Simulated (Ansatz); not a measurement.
# W4S7: the cost of one run

Method: DFT LDA+D3(BJ), scalar-relativistic, plane waves, PAW, in Ansatz 0.2.0.

8 further runs of the same task are left out: 8 set aside as unsound or not needed.

**1. The structure to begin with**

Symmetry: R3m, No. 160, trigonal system. The conventional cell has a = 3.100 Å, b = 3.100 Å, c = 17.125 Å, α = 90.00°, β = 90.00°, γ = 120.00°. W (site symmetry 3m) has 6 S at 2.37 to 2.38 Å as nearest neighbours. Around S (site symmetry 3m) lie 3 W at 2.37 Å. Around S (site symmetry 3m) lie 3 W at 2.38 Å.

Coordinates:

```
CELL_PARAMETERS angstrom
1.54977 0.89476 5.70827
-1.54977 0.89476 5.70827
0.00000 -1.78952 5.70827
ATOMIC_POSITIONS crystal
W 0.99939 0.99939 0.99939
S 0.75717 0.75717 0.75717
S 0.57474 0.57474 0.57474
```

It is the result of an earlier relaxation at this level (volume 15.83 Å³/atom; gap on the mesh: 0.54 eV).

**2. What is varied**

Atoms count from 1 in the order of the input.

An atom moved over a plane that holds its own site and a neighbouring vacancy.

- path of S9 from its site (0) to the vacancy (1), 3.100 Å: 11 values from −0.125 to 1.125
- shift of S9 across the path, along [1 2 0]: 9 values from −0.700 to 0.700 Å

Nothing else is relaxed (all other atoms held at the sites of the perfect crystal). Points are written as (first, second).

**3. Point (0.375, −0.700 Å)**

The input, input.yaml:

```yaml
crystal:
  lattice:
    - [3.099543257, -5.3685664014, 0.0]
    - [6.199086514, 0.0, 0.0]
    - [3.099543257, -1.7895221338, 5.708267761]
  atoms:
    - { symbol: W, position: [0.5006136535, 0.0006136535, 0.9981590395] }
    - { symbol: W, position: [0.0006136535, 0.0006136535, 0.9981590395] }
    - { symbol: W, position: [0.5006136535, 0.5006136535, 0.9981590395] }
    - { symbol: W, position: [0.0006136535, 0.5006136535, 0.9981590395] }
    - { symbol: S, position: [0.7428304371, 0.2428304371, 0.2715086887] }
    - { symbol: S, position: [0.2428304371, 0.2428304371, 0.2715086887] }
    - { symbol: S, position: [0.7428304371, 0.7428304371, 0.2715086887] }
    - { symbol: S, position: [0.2428304371, 0.7428304371, 0.2715086887] }
    - { symbol: S, position: [0.6779502227, 0.2948672828, 0.7242322718] }
    - { symbol: S, position: [0.9252559094, 0.9252559094, 0.7242322718] }
    - { symbol: S, position: [0.4252559094, 0.9252559094, 0.7242322718] }
total_charge: 2
basis:
  ecutwfc: 420
kpoints:
  mp_grid: { grid: [6, 6, 6] }
hamiltonian:
  xc: lda
  pseudopotentials: { kind: paw, azcp: { folder: soft_1 } }
  dispersion: d3bj
scf:
  occupations: { method: gaussian, width: 0.05 }
output:
  forces: true
  stress: true
  eigenvalues: true
  write_density: true
  write_potential: true
  elf: true
  volumetric_format: npy
```

The run is started by

```console
> ansatz run input.yaml --threads 4 --pin off --max-ram 8192MiB --backend cpu --events-out ev --progress --plain --runs-dir out
```

What time and memory should one allow on 4 threads of Intel Xeon Platinum 8259CL at 2.50GHz (Skylake/Cascade Lake), shared host?

About 38 s, with a peak of 1.1 GiB.
